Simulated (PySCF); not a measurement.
# C6H14FGe: the cost of one run

Computed with PySCF 2.14.0 and routines of our own; the level stands in each step. Atoms count from 0.

### Step 1. The starting structure

22 atoms, charge 0, multiplicity 2; geometry from: GFN2-xTB.

### Step 2. Open-shell or spin-flip excitations: unrestricted TDDFT BHandHLYP/def2-SVP

Job settings and geometry (Å):

```
{"job": {"kind": "uabs", "xc": "BHandHLYP", "basis": "def2-SVP", "nstates": 10, "tda": false}, "charge": 0, "multiplicity": 2}
C      2.110233    -0.901980    -0.089722
C      0.900857    -0.633556    -0.975779
C     -0.200326     0.168780    -0.279399
F     -1.242435     0.297222    -1.234586
C     -0.823666    -0.515949     0.936897
C     -1.370492    -1.910505     0.656652
C      0.208412     1.588806     0.056792
Ge    -1.424132     2.789646    -0.138342
H      2.527433     0.027549     0.290095
H      1.845064    -1.531915     0.755461
H      2.879810    -1.412021    -0.664123
H      0.477696    -1.576839    -1.325209
H      1.209833    -0.067848    -1.858535
H     -1.643560     0.128983     1.271100
H     -0.080513    -0.555502     1.733992
H     -2.034382    -1.887439    -0.203844
H     -1.933452    -2.265793     1.516561
H     -0.567898    -2.617599     0.461894
H      0.639649     1.651350     1.052788
H      0.931338     1.973267    -0.663873
H     -0.893734     4.185245     0.365066
H     -1.526143     3.085483    -1.664735
```

Method: unrestricted TDDFT BHandHLYP/def2-SVP, vertical, gas phase, core orbitals frozen in the response.

Started as:

```bash
$ OMP_NUM_THREADS=1 python excited_run.py task.json out
```

One launch serves the whole session: the jobs run in the order shown.

**Question.** How long does this first job take on 1 thread of Arm Neoverse N1, shared host, and how much memory does it need?

About 3.3 min, with a peak of 0.85 GiB.
